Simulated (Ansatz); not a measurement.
# CdSnTe2: the cost of one run

Computed with Ansatz 0.2.0 (DFT PBEsol, scalar-relativistic, plane waves, PAW, unless a step's input says otherwise).

1 further run of the same task is left out (set aside as unsound or not needed).

## 1. The system as given

It takes space group R-3m (No. 166, trigonal). The conventional cell has a = 4.365 Å, b = 4.365 Å, c = 21.040 Å, α = 90.00°, β = 90.00°, γ = 120.00°. Cd (site symmetry -3m) is surrounded by 6 Te at 3.02 Å. Sn (site symmetry -3m) has 6 Te at 3.12 Å as nearest neighbours. Te (site symmetry 3m) has 3 Cd at 3.02 Å and 3 Sn at 3.12 Å as nearest neighbours.

Structure file:

```xyz
4
Lattice="2.1824 1.2600 7.0135 -2.1824 1.2600 7.0135 0.0000 -2.5200 7.0135" Properties=species:S:1:pos:R:3 pbc="T T T"
Cd    0.0000    0.0000    0.0000
Sn    0.0000    0.0000   10.5202
Te    0.0000    0.0000   15.6890
Te    0.0000    0.0000    5.3514
```

It goes back to an entry of the Materials Project, which need not be the stable form.

It is the result of an earlier relaxation at this level (volume 28.93 Å³/atom; gap on the mesh: none (metal)).

## 2. The scan

The energy is mapped over the lattice constants a and c of the conventional cell.

First coordinate, lattice constant a (and b): 5 values from 4.146 to 4.583 Å. Second coordinate, lattice constant c: 5 values from 19.36 to 22.72 Å.

Nothing else is relaxed (fractional coordinates fixed). Energies count from the relaxed crystal. Points are written as (first, second).

## 3. The run at (4.474 Å, 19.36 Å)

Input file input.yaml:

```yaml
crystal:
  lattice:
    - [2.23695, 1.2915036846, 6.4524]
    - [-2.23695, 1.2915036846, 6.4524]
    - [0.0, -2.5830073693, 6.4524]
  atoms:
    - { symbol: Cd, position: [0.0, 0.0, 0.0] }
    - { symbol: Sn, position: [0.5, 0.5, 0.5] }
    - { symbol: Te, position: [0.7456598273, 0.7456598273, 0.7456598273] }
    - { symbol: Te, position: [0.2543401727, 0.2543401727, 0.2543401727] }
basis:
  ecutwfc: 420
kpoints:
  mp_grid: { grid: [12, 12, 12] }
hamiltonian:
  xc: pbesol
  pseudopotentials: { kind: paw }
scf:
  occupations: { method: gaussian, width: 0.15 }
output:
  forces: true
  stress: true
  eigenvalues: true
```

On the command line:

```console
$ ansatz run input.yaml --threads 2 --pin off --max-ram 4096MiB --backend cpu --events-out ev --progress --plain --runs-dir out
```

What time and memory should one allow on 2 threads of Arm Neoverse N1, shared host?

About 48 s, with a peak of 0.8 GiB.
